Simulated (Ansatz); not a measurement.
# CH₅GaSi: single points with varied inputs

How do the results and run time of CH₅GaSi respond when the settings are drawn wide?

The runs use Ansatz 0.2.0, Gaussian basis; the settings change from run to run.

### Step 1. The molecule

An earlier PBE0-D4 in a triple-zeta def2 set relaxation fixed the geometry.

8 atoms, charge 0, spin multiplicity 1.

Atoms are counted from 1 here; the program's logs count them from 0.

Bond lengths: C1–Si2 1.856 Å, C1–Ga3 2.048 Å, C1–H4 1.098 Å, C1–H5 1.099 Å, Si2–H6 1.491 Å, Si2–H7 1.492 Å, Si2–H8 1.492 Å. Angles: Si2–C1–Ga3 115.4°, Si2–C1–H4 109.8°, Si2–C1–H5 109.8°, Ga3–C1–H4 107.2°, Ga3–C1–H5 107.0°, H4–C1–H5 107.3°, C1–Si2–H6 114.7°, C1–Si2–H7 110.2°, C1–Si2–H8 110.2°, H6–Si2–H7 107.2°, H6–Si2–H8 107.2°, H7–Si2–H8 107.1°.

### Step 2. B97M-V/aug-cc-pVTZ

File in.yaml:

```yaml
crystal:
  periodic: [false, false, false]
  atoms:
    - {symbol: C, position_ang: [-0.854566, -0.216698, -0.299195]}
    - {symbol: Si, position_ang: [0.825158, 0.395578, 0.199282]}
    - {symbol: Ga, position_ang: [-1.255921, -2.168610, 0.174726]}
    - {symbol: H, position_ang: [-0.980921, -0.114085, -1.385483]}
    - {symbol: H, position_ang: [-1.630767, 0.395775, 0.179481]}
    - {symbol: H, position_ang: [1.091911, 1.823807, -0.135465]}
    - {symbol: H, position_ang: [1.886250, -0.418863, -0.461465]}
    - {symbol: H, position_ang: [1.010956, 0.246094, 1.672220]}
basis:
  gaussian: {orbitals: aug-cc-pVTZ}
hamiltonian: {xc: {name: B97M-V}}
output: {forces: true}
```

On the command line:

```console
$ ansatz run in.yaml --threads 2 --pin off --events-out ev --progress --plain --max-ram 4352MiB
```

Standard output (excerpt; [...] marks lines left out):

```text
Functional definition: B97M-V
  name "B97M-V"
  cite "Mardirossian & Head-Gordon, J. Chem. Phys. 142, 074111 (2015) doi:10.1063/1.4907719"
  cite "Becke, J. Chem. Phys. 107, 8554 (1997) doi:10.1063/1.475007"
  cite "Vydrov & Van Voorhis, J. Chem. Phys. 133, 244103 (2010) doi:10.1063/1.3521275"
  # Of w^i u^j: cxij and so on, Table III.
[...]
  gx(w, u) = cx00 + cx01*u + cx02*u^2 + (cx10 + cx11*u)*w
  gss(w, u) = css00 + css02*u^2 + css10*w + (css32*w^3 + css42*w^4)*u^2
  gos(w, u) = cos00 + cos01*u + cos03*u^3 + cos10*w + cos32*w^3*u^2
[...]
      + integral(e_c_pw_mod_opposite_spin*gos(b97_w_opposite, b97_u_opposite)) + vv10(b, c)
1288 factors; their error is unknown
[...]
mean field -61363.34530421 eV, -2255.0613463603 hartree, gradient 2.0e-5 eV, S^2 0.000000; 0 other end points of the search recorded, 0 dependent functions left out
[...]
reference -61363.34539968 eV, -2255.0613498688 hartree; 28, 28 occupied and 242, 242 virtual orbitals, 1288 factors
Total energy: -61363.34539968 eV, -2255.0613498688 hartree
Atom 0 at    -0.854566    -0.216698    -0.299195 Å, force    -0.081932     0.061970    -0.054936 eV/Å
Atom 1 at     0.825158     0.395578     0.199282 Å, force    -0.089895     0.025160    -0.046110 eV/Å
Atom 2 at    -1.255921    -2.168610     0.174726 Å, force    -0.013259    -0.011037    -0.002211 eV/Å
Atom 3 at    -0.980921    -0.114085    -1.385483 Å, force     0.012404     0.003441     0.175128 eV/Å
Atom 4 at    -1.630767     0.395775     0.179481 Å, force     0.123096    -0.084023    -0.091560 eV/Å
Atom 5 at     1.091911     1.823807    -0.135465 Å, force     0.036178    -0.003764     0.015753 eV/Å
Atom 6 at     1.886250    -0.418863    -0.461465 Å, force     0.002946     0.006886     0.011473 eV/Å
Atom 7 at     1.010956     0.246094     1.672220 Å, force     0.010462     0.001367    -0.007537 eV/Å
Dipole moment:    -0.264850    -0.060007    -0.090971 e Å
```

Wall time 30 s (2 threads of Arm Neoverse V1, shared host); peak memory 0.46 GiB.

Largest force 0.176 eV/Å, dipole 1.38 D.

### Step 3. B97M-V/def2-mTZVP

Set apart from the defaults: charge +1, multiplicity 2, the search for lower states set to light.

Edit in.yaml of step 2 so:

```diff
@@ -12,4 +12,7 @@
 basis:
-  gaussian: {orbitals: aug-cc-pVTZ}
+  gaussian: {orbitals: def2-mTZVP}
+total_charge: 1
+magnetization: {spin_polarized: true, initial_magnetization: 1}
 hamiltonian: {xc: {name: B97M-V}}
+scf: {lower_state_search: light}
 output: {forces: true}
```

The command is unchanged.

Standard output (excerpt; [...] marks lines left out):

```text
Functional definition: B97M-V
  name "B97M-V"
  cite "Mardirossian & Head-Gordon, J. Chem. Phys. 142, 074111 (2015) doi:10.1063/1.4907719"
  cite "Becke, J. Chem. Phys. 107, 8554 (1997) doi:10.1063/1.475007"
  cite "Vydrov & Van Voorhis, J. Chem. Phys. 133, 244103 (2010) doi:10.1063/1.3521275"
  # Of w^i u^j: cxij and so on, Table III.
[...]
  gx(w, u) = cx00 + cx01*u + cx02*u^2 + (cx10 + cx11*u)*w
  gss(w, u) = css00 + css02*u^2 + css10*w + (css32*w^3 + css42*w^4)*u^2
  gos(w, u) = cos00 + cos01*u + cos03*u^3 + cos10*w + cos32*w^3*u^2
[...]
      + integral(e_c_pw_mod_opposite_spin*gos(b97_w_opposite, b97_u_opposite)) + vv10(b, c)
993 factors; their error is unknown
[...]
mean field -61353.85286529 eV, -2254.7125056644 hartree, gradient 3.6e-5 eV, S^2 0.754614; 0 other end points of the search recorded, 0 dependent functions left out
[...]
reference -61353.85292821 eV, -2254.7125079764 hartree; 28, 27 occupied and 64, 65 virtual orbitals, 993 factors
Total energy: -61353.85292821 eV, -2254.7125079764 hartree
Atom 0 at    -0.854566    -0.216698    -0.299195 Å, force    -0.453984     1.057045    -0.526972 eV/Å
Atom 1 at     0.825158     0.395578     0.199282 Å, force     1.731022    -0.152259     0.756603 eV/Å
Atom 2 at    -1.255921    -2.168610     0.174726 Å, force    -0.012905     0.038789    -0.019737 eV/Å
Atom 3 at    -0.980921    -0.114085    -1.385483 Å, force    -0.205717    -0.404911     0.146304 eV/Å
Atom 4 at    -1.630767     0.395775     0.179481 Å, force    -0.140340    -0.453955    -0.009982 eV/Å
Atom 5 at     1.091911     1.823807    -0.135465 Å, force    -0.479713    -0.015850    -0.190608 eV/Å
Atom 6 at     1.886250    -0.418863    -0.461465 Å, force    -0.239897    -0.019548    -0.028089 eV/Å
Atom 7 at     1.010956     0.246094     1.672220 Å, force    -0.198466    -0.049312    -0.127521 eV/Å
Dipole moment:    -0.478311    -0.290757    -0.102594 e Å
```

It took 14 s on 2 threads of Arm Neoverse V1, shared host; peak memory 0.29 GiB.

Largest force 1.895 eV/Å, ⟨S²⟩ 0.755.

### Step 4. wB97X/def2-TZVPD

Set apart from the defaults: charge +1, multiplicity 2.

Edit in.yaml of step 3 so:

```diff
@@ -12,7 +12,6 @@
 basis:
-  gaussian: {orbitals: def2-mTZVP}
+  gaussian: {orbitals: def2-TZVPD}
 total_charge: 1
 magnetization: {spin_polarized: true, initial_magnetization: 1}
-hamiltonian: {xc: {name: B97M-V}}
-scf: {lower_state_search: light}
+hamiltonian: {xc: {name: wB97X}}
 output: {forces: true}
```

The command is unchanged.

Standard output (excerpt; [...] marks lines left out):

```text
Functional definition: wB97X
  name "wB97X"
  cite "Chai & Head-Gordon, J. Chem. Phys. 128, 084106 (2008) doi:10.1063/1.2834918"
  cite "Becke, J. Chem. Phys. 107, 8554 (1997) doi:10.1063/1.475007"
[...]
  # The coefficients of nought are those of the uniform gas.
[...]
      + exact_x_lr(omega)
[...]
      + integral(e_c_pw_opposite_spin*poly(b97_u_opposite, 1, cos1, cos2, cos3, cos4))
1123 factors; their error is unknown
389 factors; integrals over basis functions are off by at most 2.0e-5 eV
[...]
mean field -61367.14140971 eV, -2255.2008506644 hartree, gradient 5.2e-5 eV, S^2 0.759998; 0 other end points of the search recorded, 0 dependent functions left out
[...]
reference -61367.14138075 eV, -2255.2008496002 hartree; 28, 27 occupied and 151, 152 virtual orbitals, 1123 factors
Total energy: -61367.14138075 eV, -2255.2008496002 hartree
Atom 0 at    -0.854566    -0.216698    -0.299195 Å, force    -0.539961     1.090213    -0.574004 eV/Å
Atom 1 at     0.825158     0.395578     0.199282 Å, force     2.032847     0.097252     0.805686 eV/Å
Atom 2 at    -1.255921    -2.168610     0.174726 Å, force    -0.004508     0.013334    -0.007787 eV/Å
Atom 3 at    -0.980921    -0.114085    -1.385483 Å, force    -0.169844    -0.454975     0.050002 eV/Å
Atom 4 at    -1.630767     0.395775     0.179481 Å, force    -0.186819    -0.439229     0.093138 eV/Å
Atom 5 at     1.091911     1.823807    -0.135465 Å, force    -0.549571    -0.208151    -0.160650 eV/Å
Atom 6 at     1.886250    -0.418863    -0.461465 Å, force    -0.331427    -0.018759    -0.004949 eV/Å
Atom 7 at     1.010956     0.246094     1.672220 Å, force    -0.250718    -0.079687    -0.201437 eV/Å
Dipole moment:    -0.470288    -0.297388    -0.097381 e Å
```

Wall time 25 s (2 threads of Arm Neoverse V1, shared host); peak memory 0.76 GiB.

Largest force 2.189 eV/Å, ⟨S²⟩ 0.760.

### Step 5. HF/aug-pcseg-2

Options: atoms shaken by 0.08 Å, high accuracy.

File in.yaml:

```yaml
crystal:
  periodic: [false, false, false]
  atoms:
    - {symbol: C, position_ang: [-0.972743, -0.194153, -0.201613]}
    - {symbol: Si, position_ang: [0.994442, 0.296974, 0.070823]}
    - {symbol: Ga, position_ang: [-1.132919, -2.206434, 0.228513]}
    - {symbol: H, position_ang: [-0.957854, -0.096669, -1.285138]}
    - {symbol: H, position_ang: [-1.675884, 0.326137, 0.322005]}
    - {symbol: H, position_ang: [1.052938, 1.897878, -0.098964]}
    - {symbol: H, position_ang: [1.825160, -0.358400, -0.593785]}
    - {symbol: H, position_ang: [0.911319, 0.204902, 1.682526]}
basis:
  gaussian: {orbitals: aug-pcseg-2}
hamiltonian: {xc: {name: HF}}
accuracy: high
output: {forces: true}
```

Same command.

Standard output (excerpt; [...] marks lines left out):

```text
Functional definition: HF
  name "HF"
  cite "Fock, Z. Phys. 61, 126 (1930) doi:10.1007/BF01340294"
  parent pbe
[...]
4038 factors; integrals over basis functions are off by at most 4.5e-9 eV
[...]
mean field -61304.78271448 eV, -2252.9092108828 hartree, gradient 2.0e-8 eV, S^2 0.000000; 0 other end points of the search recorded, 0 dependent functions left out
[...]
reference -61304.78271448 eV, -2252.9092108828 hartree; 28, 28 occupied and 242, 242 virtual orbitals, 4038 factors
Total energy: -61304.78271448 eV, -2252.9092108828 hartree
Atom 0 at    -0.972743    -0.194153    -0.201613 Å, force     4.875011    -2.519366    -2.043147 eV/Å
Atom 1 at     0.994442     0.296974     0.070823 Å, force    -8.501436     6.236758     6.687760 eV/Å
Atom 2 at    -1.132919    -2.206434     0.228513 Å, force    -0.120772     0.161651    -0.067867 eV/Å
Atom 3 at    -0.957854    -0.096669    -1.285138 Å, force    -1.147913     0.185383    -0.093829 eV/Å
Atom 4 at    -1.675884     0.326137     0.322005 Å, force    -1.459103     1.952449     1.105468 eV/Å
Atom 5 at     1.052938     1.897878    -0.098964 Å, force     0.422530    -1.966851    -0.210685 eV/Å
Atom 6 at     1.825160    -0.358400    -0.593785 Å, force     4.746720    -3.812816    -3.614765 eV/Å
Atom 7 at     0.911319     0.204902     1.682526 Å, force     1.184963    -0.237207    -1.762936 eV/Å
Dipole moment:     0.045527     0.000284    -0.208046 e Å
```

It took 44 s on 2 threads of Arm Neoverse V1, shared host; peak memory 2 GiB.

Largest force 12.486 eV/Å, dipole 1.02 D.

### Step 6. HSE06/pcseg-2

Set apart from the defaults: D3(BJ) with three-body dispersion, high accuracy.

File in.yaml:

```yaml
crystal:
  periodic: [false, false, false]
  atoms:
    - {symbol: C, position_ang: [-0.854566, -0.216698, -0.299195]}
    - {symbol: Si, position_ang: [0.825158, 0.395578, 0.199282]}
    - {symbol: Ga, position_ang: [-1.255921, -2.168610, 0.174726]}
    - {symbol: H, position_ang: [-0.980921, -0.114085, -1.385483]}
    - {symbol: H, position_ang: [-1.630767, 0.395775, 0.179481]}
    - {symbol: H, position_ang: [1.091911, 1.823807, -0.135465]}
    - {symbol: H, position_ang: [1.886250, -0.418863, -0.461465]}
    - {symbol: H, position_ang: [1.010956, 0.246094, 1.672220]}
basis:
  gaussian: {orbitals: pcseg-2}
hamiltonian: {xc: {name: HSE06}, dispersion: d3bjatm}
accuracy: high
output: {forces: true}
```

Launched as before.

Standard output (excerpt; [...] marks lines left out):

```text
Functional definition: HSE06
  name "HSE06"
  cite "Heyd, Scuseria & Ernzerhof, J. Chem. Phys. 118, 8207 (2003) doi:10.1063/1.1564060"
  cite "Krukau, Vydrov, Izmaylov & Scuseria, J. Chem. Phys. 125, 224106 (2006) doi:10.1063/1.2404663"
  cite "Heyd & Scuseria, J. Chem. Phys. 120, 7274 (2004) doi:10.1063/1.1668634"
  cite "Ernzerhof & Perdew, J. Chem. Phys. 109, 3313 (1998) doi:10.1063/1.476928"
  cite "Perdew, Burke & Ernzerhof, Phys. Rev. Lett. 77, 3865 (1996) doi:10.1103/PhysRevLett.77.3865"
  parent pbe
[...]
  # The whole range is PBE's own exchange, as in plane waves. The composition of these papers is wPBEh.
[...]
3133 factors; integrals over basis functions are off by at most 4.3e-9 eV
117 factors; integrals over basis functions are off by at most 1.7e-9 eV
[...]
reference -61363.55705021 eV, -2255.0691278823 hartree; 28, 28 occupied and 149, 149 virtual orbitals, 3133 factors
Total energy: -61363.69280658 eV, -2255.0741168369 hartree
Atom 0 at    -0.854566    -0.216698    -0.299195 Å, force    -0.020874     0.020837    -0.015414 eV/Å
Atom 1 at     0.825158     0.395578     0.199282 Å, force     0.015125     0.001663     0.006015 eV/Å
Atom 2 at    -1.255921    -2.168610     0.174726 Å, force    -0.000799    -0.010197     0.002320 eV/Å
Atom 3 at    -0.980921    -0.114085    -1.385483 Å, force    -0.000667    -0.003176     0.014752 eV/Å
Atom 4 at    -1.630767     0.395775     0.179481 Å, force     0.008313    -0.010299    -0.006557 eV/Å
Atom 5 at     1.091911     1.823807    -0.135465 Å, force     0.002418    -0.007193     0.002673 eV/Å
Atom 6 at     1.886250    -0.418863    -0.461465 Å, force    -0.004369     0.005906     0.004703 eV/Å
Atom 7 at     1.010956     0.246094     1.672220 Å, force     0.000853     0.002459    -0.008491 eV/Å
Dipole moment:    -0.223868    -0.024924    -0.085346 e Å
```

Run time: 24 s. Hardware: 2 threads of Arm Neoverse V1, shared host; peak memory 0.91 GiB.

Largest force 0.033 eV/Å, dipole 1.16 D.

### Step 7. PBE0-DH/def2-mTZVP

Options: finite nuclei.

Edit in.yaml of step 6 so:

```diff
@@ -12,5 +12,4 @@
 basis:
-  gaussian: {orbitals: pcseg-2}
-hamiltonian: {xc: {name: HSE06}, dispersion: d3bjatm}
-accuracy: high
+  gaussian: {orbitals: def2-mTZVP, nuclear_model: gaussian}
+hamiltonian: {xc: {name: PBE0-DH}}
 output: {forces: true}
```

Launched as before.

Standard output (excerpt; [...] marks lines left out):

```text
Functional definition: PBE0-DH
  name "PBE0-DH"
  cite "Brémond & Adamo, J. Chem. Phys. 135, 024106 (2011) doi:10.1063/1.3604569"
  cite "Perdew, Burke & Ernzerhof, Phys. Rev. Lett. 77, 3865 (1996) doi:10.1103/PhysRevLett.77.3865"
[...]
868 factors; integrals over basis functions are off by at most 1.2e-3 eV
[...]
mean field -61356.34249477 eV, -2254.8039978600 hartree, gradient 1.4e-6 eV, S^2 0.000000; 0 other end points of the search recorded, 0 dependent functions left out
15 core orbitals not correlated: weight in the atoms' cores, before any rotation towards them, 1.000 or more for the frozen orbitals, at most 0.000 for the correlated occupied ones
reference -61356.34251428 eV, -2254.8039985771 hartree; 13, 13 occupied and 64, 64 virtual orbitals, 868 factors
second order -13.49561968 eV of doubles, -0.00000000 eV of singles
[...]
Total energy: -61358.02946674 eV, -2254.8659929365 hartree
Atom 0 at    -0.854566    -0.216698    -0.299195 Å, force    -0.100193    -0.060237    -0.021016 eV/Å
Atom 1 at     0.825158     0.395578     0.199282 Å, force     0.100512     0.038489     0.029752 eV/Å
Atom 2 at    -1.255921    -2.168610     0.174726 Å, force     0.017225     0.081830    -0.020705 eV/Å
Atom 3 at    -0.980921    -0.114085    -1.385483 Å, force    -0.015284     0.016455     0.119052 eV/Å
Atom 4 at    -1.630767     0.395775     0.179481 Å, force     0.069523    -0.049739    -0.085329 eV/Å
Atom 5 at     1.091911     1.823807    -0.135465 Å, force    -0.013038    -0.079357     0.018759 eV/Å
Atom 6 at     1.886250    -0.418863    -0.461465 Å, force    -0.053076     0.044002     0.037744 eV/Å
Atom 7 at     1.010956     0.246094     1.672220 Å, force    -0.005670     0.008556    -0.078256 eV/Å
Dipole moment:    -0.214314    -0.017217    -0.083960 e Å
```

Wall time 6 s (2 threads of Arm Neoverse V1, shared host).

Largest force 0.121 eV/Å, dipole 1.11 D.

### Step 8. PBE-QIDH/aug-cc-pVDZ

Edit in.yaml of step 7 so:

```diff
@@ -12,4 +12,3 @@
 basis:
-  gaussian: {orbitals: def2-mTZVP, nuclear_model: gaussian}
-hamiltonian: {xc: {name: PBE0-DH}}
-output: {forces: true}
+  gaussian: {orbitals: aug-cc-pVDZ}
+hamiltonian: {xc: {name: PBE-QIDH}}
```

Same command.

Standard output (excerpt; [...] marks lines left out):

```text
Functional definition: PBE-QIDH
  name "PBE-QIDH"
  cite "Brémond, Sancho-García, Pérez-Jiménez & Adamo, J. Chem. Phys. 141, 031101 (2014) doi:10.1063/1.4890314"
  cite "Perdew, Burke & Ernzerhof, Phys. Rev. Lett. 77, 3865 (1996) doi:10.1103/PhysRevLett.77.3865"
[...]
1346 factors; integrals over basis functions are off by at most 6.7e-4 eV
[...]
mean field -61344.12654653 eV, -2254.3550700427 hartree, gradient 2.2e-6 eV, S^2 0.000000; 0 other end points of the search recorded, 0 dependent functions left out
15 core orbitals not correlated: weight in the atoms' cores, before any rotation towards them, 1.000 or more for the frozen orbitals, at most 0.000 for the correlated occupied ones
reference -61344.12656977 eV, -2254.3550708968 hartree; 13, 13 occupied and 103, 103 virtual orbitals, 1346 factors
second order -10.37885792 eV of doubles, -0.00000000 eV of singles
Total energy: -61347.58618908 eV, -2254.4822095612 hartree
```

Wall time 7 s (2 threads of Arm Neoverse V1, shared host); peak memory 0.31 GiB.

### Step 9. B97/def2-TZVPD

Edit in.yaml of step 8 so:

```diff
@@ -12,3 +12,3 @@
 basis:
-  gaussian: {orbitals: aug-cc-pVDZ}
-hamiltonian: {xc: {name: PBE-QIDH}}
+  gaussian: {orbitals: def2-TZVPD}
+hamiltonian: {xc: {name: B97}}
```

Launched as before.

Standard output (excerpt; [...] marks lines left out):

```text
Functional definition: B97
  name "B97"
  cite "Becke, J. Chem. Phys. 107, 8554 (1997) doi:10.1063/1.475007"
[...]
      + integral(e_c_pw_opposite_spin*poly(b97_u_opposite, cos0, cos1, cos2))
1137 factors; their error is unknown
[...]
mean field -61370.51669884 eV, -2255.3248902522 hartree, gradient 5.9e-5 eV, S^2 0.000000; 0 other end points of the search recorded, 0 dependent functions left out
reference -61370.51673129 eV, -2255.3248914444 hartree; 28, 28 occupied and 151, 151 virtual orbitals, 1137 factors
Total energy: -61370.51673129 eV, -2255.3248914444 hartree
```

Wall time 8 s (2 threads of Arm Neoverse V1, shared host); peak memory 0.36 GiB.

### Step 10. revPBE/def2-SVP

Set apart from the defaults: multiplicity 3, D4 dispersion.

Edit in.yaml of step 9 so:

```diff
@@ -12,3 +12,5 @@
 basis:
-  gaussian: {orbitals: def2-TZVPD}
-hamiltonian: {xc: {name: B97}}
+  gaussian: {orbitals: def2-SVP}
+magnetization: {spin_polarized: true, initial_magnetization: 2}
+hamiltonian: {xc: {name: revPBE}, dispersion: d4}
+output: {forces: true}
```

Launched as before.

Standard output (excerpt; [...] marks lines left out):

```text
Functional definition: revPBE
  name "revPBE"
  cite "Zhang & Yang, Phys. Rev. Lett. 80, 890 (1998) doi:10.1103/PhysRevLett.80.890"
  cite "Perdew, Burke & Ernzerhof, Phys. Rev. Lett. 77, 3865 (1996) doi:10.1103/PhysRevLett.77.3865"
[...]
999 factors; their error is unknown
[...]
mean field -61355.61088732 eV, -2254.7771117823 hartree, gradient 9.4e-10 eV, S^2 2.002845; 3 other end points of the search recorded, 0 dependent functions left out
[...]
reference -61355.61093634 eV, -2254.7771135836 hartree; 29, 27 occupied and 60, 62 virtual orbitals, 999 factors
Total energy: -61356.11842570 eV, -2254.7957634737 hartree
Atom 0 at    -0.854566    -0.216698    -0.299195 Å, force    -0.377164     0.430441    -0.166229 eV/Å
Atom 1 at     0.825158     0.395578     0.199282 Å, force     0.765216    -0.306222     0.341619 eV/Å
Atom 2 at    -1.255921    -2.168610     0.174726 Å, force     0.029509    -0.198447     0.044924 eV/Å
Atom 3 at    -0.980921    -0.114085    -1.385483 Å, force    -0.027106    -0.199704    -0.456092 eV/Å
Atom 4 at    -1.630767     0.395775     0.179481 Å, force    -0.340133     0.093215     0.277562 eV/Å
Atom 5 at     1.091911     1.823807    -0.135465 Å, force    -0.191058     0.305598    -0.153508 eV/Å
Atom 6 at     1.886250    -0.418863    -0.461465 Å, force     0.153592    -0.122319    -0.145199 eV/Å
Atom 7 at     1.010956     0.246094     1.672220 Å, force    -0.012855    -0.002562     0.256921 eV/Å
Dipole moment:    -0.102664     0.202964    -0.107135 e Å
```

Run time: 18 s. Hardware: 2 threads of Arm Neoverse V1, shared host.

Largest force 0.892 eV/Å, dipole 1.21 D, ⟨S²⟩ 2.003.

### Step 11. The runs in one table

| level | charge | multiplicity | geometry | functions | energy (eV) | time |
| --- | --- | --- | --- | --- | --- | --- |
| B97M-V/aug-cc-pVTZ | 0 | 1 | relaxed | 270 | -61363.345 | 30 s |
| B97M-V/def2-mTZVP | 1 | 2 | relaxed | 92 | -61353.853 | 14 s |
| wB97X/def2-TZVPD | 1 | 2 | relaxed | 179 | -61367.141 | 25 s |
| HF/aug-pcseg-2 | 0 | 1 | shaken | 270 | -61304.783 | 44 s |
| HSE06/pcseg-2 | 0 | 1 | relaxed | 177 | -61363.693 | 24 s |
| PBE0-DH/def2-mTZVP | 0 | 1 | relaxed | 92 | -61358.029 | 6 s |
| PBE-QIDH/aug-cc-pVDZ | 0 | 1 | relaxed | 131 | -61347.586 | 7 s |
| B97/def2-TZVPD | 0 | 1 | relaxed | 179 | -61370.517 | 8 s |
| revPBE/def2-SVP | 0 | 3 | relaxed | 89 | -61356.118 | 18 s |

### Step 12. Summary of results

| quantity | value |
| --- | --- |
| runs | 9 |
| quickest | PBE0-DH/def2-mTZVP, 6 s |
| slowest | HF/aug-pcseg-2, 44 s |
| spread of total energies, same state and geometry | 22.9 eV |
| dipole, same state and geometry | 1.11 to 1.38 D |

**Reading.** HF/aug-pcseg-2 took 7 times as long as PBE0-DH/def2-mTZVP. The jobs differ in tasks and options as well as level. The totals spread over 23 eV; they can't be compared across methods or bases. At the PBE0-D4/def2-TZVP geometry and in the same state, runs without warnings or point charges leave forces up to 0.18 eV/Å (B97M-V/aug-cc-pVTZ), against 12.5 eV/Å where the atoms were moved. At that geometry and state the dipole changes by 24 % between the lowest and highest value.
